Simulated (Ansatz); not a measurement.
# ZrNH+ (sextet): the correlation ladder, def2-TZVPP

The task here is to estimate one member of a computed series from the others.

Computed with Ansatz 0.2.0, Gaussian basis. Level: def2-TZVPP, core rule «outside noble gas», up to 5 orbitals frozen.

The runs, in order: UHF; ROHF; CCSD(T) on UHF.

### The system

The geometry is a PBE0/def2-TZVP stationary point (not a proven minimum) of the parent state, kept for this charge and spin. No spin-orbit coupling is included. Elements past krypton take def2 core potentials.

3 atoms, charge 1, spin multiplicity 6.

Atoms are counted from 1 here; the program's logs count them from 0.

Bond lengths: Zr1–N2 1.930 Å, N2–H3 1.019 Å. Angles: Zr1–N2–H3 180.0°.

As a file:

```xyz
3
charge 1, multiplicity 6
Zr    0.00000    0.00000    1.62634
N     0.00000    0.00000   -0.30349
H     0.00000    0.00000   -1.32285
```

The first run:

The input, in.yaml:

```yaml
crystal:
  periodic: [false, false, false]
  atoms:
    - {symbol: Zr, position_ang: [0.000000, 0.000000, 1.626338]}
    - {symbol: N, position_ang: [0.000000, 0.000000, -0.303487]}
    - {symbol: H, position_ang: [0.000000, 0.000000, -1.322851]}
basis:
  gaussian: {orbitals: def2-TZVPP}
total_charge: 1
magnetization: {spin_polarized: true, initial_magnetization: 5}
hamiltonian: {xc: hf}
output: {orbitals: {seedname: orbitals}}
```

Run with:

```bash
> ansatz run in.yaml --threads 1 --pin off --events-out ev --progress --plain --max-ram 4096MiB --backend cpu
```

Among the steps run: UHF; ROHF; CCSD(T) on UHF.

One of the session's tables, all rows but one given; the rest of the session is left out.

| method | from UCCSD(T) (kcal/mol) |
| --- | --- |
| ROHF | +125.29 |
| UHF | ? |
| UMP2 | +17.90 |
| UCCSD | +3.04 |
| UCCSD(T) | 0 |

**Question.** Estimate the row for UHF.

**Answer.** from UCCSD(T) (kcal/mol): +117.95. In the column «from UCCSD(T) (kcal/mol)» it lies between UMP2 (+17.90) and ROHF (+125.29).
